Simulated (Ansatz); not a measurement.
# C₃H₆Sn, SMILES C1=[CH][SnH2][CH2]1: harmonic frequencies at the relaxed geometry

Computed with the Ansatz DFT code, driven from Python.

Interactive session:
```pycon
>>> import ansatz as az
>>> from ase import Atoms
>>> import numpy as np
>>> BASIS_SET = "def2-SVP"
>>> XC = "CAM-B3LYP"
>>> atoms = Atoms(["C", "C", "Sn", "C", "H", "H", "H", "H", "H", "H"], positions=[
...     (-0.7195, 1.044, 0.0017),
...     (-1.2245, -0.1735, 0.3438),
...     (0.5643, -1.2743, 0.0628),
...     (0.7194, 0.6993, -0.3082),
...     (-1.2638, 2.0438, -0.0782),
...     (-2.197, -0.5021, 0.6638),
...     (0.5846, -2.2851, -1.3475),
...     (1.368, -1.7165, 1.5926),
...     (0.8986, 0.9008, -1.3266),
...     (1.3529, 1.2124, 0.3988),
... ])
>>> system = az.Crystal.molecule_from_ase(atoms)
>>> model = (
...     system.calculation()
...     .basis(gaussian=BASIS_SET)
...     .functional(XC)
...     .scf(lower_state_search="standard")
... )
>>> symbols = [site.symbol for site in system.cartesian_sites]
>>> start = np.array([site.position_ang for site in system.cartesian_sites], dtype=float)
>>> data = model.relax(force_tolerance=0.003).run().report

>>> end = np.array(data["positions_ang"])
>>> print("bond        before    after (A)")
bond        before    after (A)
>>> for i, j in [(0, 1), (0, 3), (0, 4), (1, 2), (1, 5), (2, 3), (2, 6), (2, 7), (3, 8), (3, 9)]:
...     d0, d1 = (np.linalg.norm(xyz[i] - xyz[j]) for xyz in (start, end))
...     print(f"{symbols[i]}{i}-{symbols[j]}{j}".ljust(10), f"{d0:8.4f} {d1:8.4f}")
...
C0-C1        1.3618   1.3427
C0-C3        1.5117   1.5163
C0-H4        1.1412   1.1003
C1-Sn2       2.1191   2.1468
C1-H5        1.0752   1.0922
Sn2-C3       2.0141   2.1943
Sn2-H6       1.7352   1.7127
Sn2-H7       1.7837   1.7127
C3-H8        1.0535   1.1007
C3-H9        1.0791   1.1007
>>> minimum = az.Crystal.molecule()
>>> for symbol, xyz in zip(symbols, end):
...     minimum = minimum.atom(symbol, xyz.tolist())
...
>>> vibrating = (
...     minimum.calculation()
...     .basis(gaussian=BASIS_SET)
...     .functional(XC)
...     .scf(lower_state_search="standard")
...     .phonons(temperatures=(298.15, 498.15, 100))
... )
>>> vib = vibrating.run().report["vibrations"]
>>> sums = vib["harmonic_sums"]
>>> modes = [m["omega_inv_cm"] for m in sums["modes_at_gamma"] if m["rigid_motion"] == "no"]
>>> for number, w in enumerate(modes, start=1):
...     print(f"mode {number:2d} {w:9.1f} 1/cm {w / 8065.544 * 1000:8.2f} meV")
...
mode  1     235.2 1/cm    29.16 meV
mode  2     397.8 1/cm    49.32 meV
mode  3     413.3 1/cm    51.24 meV
mode  4     488.5 1/cm    60.57 meV
mode  5     508.8 1/cm    63.09 meV
mode  6     558.9 1/cm    69.30 meV
mode  7     643.4 1/cm    79.77 meV
mode  8     737.1 1/cm    91.39 meV
mode  9     771.1 1/cm    95.61 meV
mode 10     797.4 1/cm    98.86 meV
mode 11     945.5 1/cm   117.22 meV
mode 12     988.6 1/cm   122.57 meV
mode 13    1035.8 1/cm   128.42 meV
mode 14    1104.4 1/cm   136.93 meV
mode 15    1151.2 1/cm   142.73 meV
mode 16    1286.7 1/cm   159.53 meV
mode 17    1432.1 1/cm   177.56 meV
mode 18    1647.6 1/cm   204.28 meV
mode 19    1931.7 1/cm   239.49 meV
mode 20    1931.7 1/cm   239.50 meV
mode 21    3083.8 1/cm   382.35 meV
mode 22    3124.0 1/cm   387.33 meV
mode 23    3140.9 1/cm   389.42 meV
mode 24    3219.5 1/cm   399.16 meV
>>> print("imaginary modes:", sum(w < 0 for w in modes), " zero-point energy:", round(sums["zero_point_energy_ev"], 4), "eV")
imaginary modes: 0  zero-point energy: 1.9574 eV
>>> print("T (K)   F_vib (eV)   S_vib (meV/K)   C_vib (meV/K)")
T (K)   F_vib (eV)   S_vib (meV/K)   C_vib (meV/K)
>>> for row in zip(sums["temperatures_k"], sums["vibrational_free_energy_ev"], vib["entropy_ev_per_k"], vib["heat_capacity_ev_per_k"]):
...     print(f"{row[0]:6.1f} {row[1]:11.4f} {1000 * row[2]:13.4f} {1000 * row[3]:15.4f}")
...
 298.1      1.9289        0.3089          0.5809
 398.1      1.8880        0.5101          0.8132
 498.1      1.8268        0.7131          0.9992
>>> heavier = vibrating.phonons(masses={"H": 2.014102}).run().report["vibrations"]["harmonic_sums"]
>>> print("deuterated (1/cm):", " ".join(f"{m['omega_inv_cm']:.0f}" for m in heavier["modes_at_gamma"] if m["rigid_motion"] == "no"))
deuterated (1/cm): 186 288 362 392 404 465 498 525 599 655 741 752 832 895 949 1038 1154 1370 1374 1602 2243 2306 2330 2394
>>> print("zero-point energy falls by", round(sums["zero_point_energy_ev"] - heavier["zero_point_energy_ev"], 4), "eV")
zero-point energy falls by 0.4476 eV
```

Caveats:
- These settings explore the input space; basis and method may be short of convergence.
- The frequencies are harmonic and unscaled, in a modest basis. The result belongs to the one conformer reached from this start, and soft torsions count as harmonic oscillators.
- def2 sets replace the cores of elements past krypton by effective core potentials.
- Wall time of the script: 5.6 min on 1 thread of Intel(R) Xeon(R) 6975P-C (Granite Rapids) (shared host), peak memory 0.34 GiB.

(Lines on the test bed's own set-up are left out of the output.)
